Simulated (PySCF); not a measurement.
F2BSeH, in a box:

```xyz
5
Lattice="12.0000 0.0000 0.0000 0.0000 13.0000 0.0000 0.0000 0.0000 11.0000" Properties=species:S:1:pos:R:3 pbc="T T T"
F     7.0782    4.9683    6.2055
B     6.2122    5.9032    5.8730
F     4.9478    5.7293    6.1960
Se    6.8426    7.4782    4.9301
H     5.5035    8.0737    4.8625
```

Base run:

| Property | Result |
| --- | --- |
| Program | PySCF 2.14.0 |
| Functional | revPBE |
| Potentials or basis | 6-31g* (all-electron) |
| k mesh | 1 × 1 × 1 |
| Occupations | fixed |
| Spin | no spin polarisation |

Its results: gap between the frontier levels 5.88 eV.

Q: After a change of settings the same cell gave: gap between the frontier levels 10.34 eV. Which change was it?
A. functional from revPBE to HCTH407
B. functional from revPBE to AM05
C. functional from revPBE to r2SCAN50; dispersion from none to D3(BJ)

A: C.

Caveats: this is a molecule in a periodic box at the Γ point, so its band gap is the HOMO-LUMO gap; relativity is left out, which matters for the heavier elements; the basis of atomic orbitals isn't converged, which shifts pressures, moduli and gaps.

Not every run made on this cell is shown here.
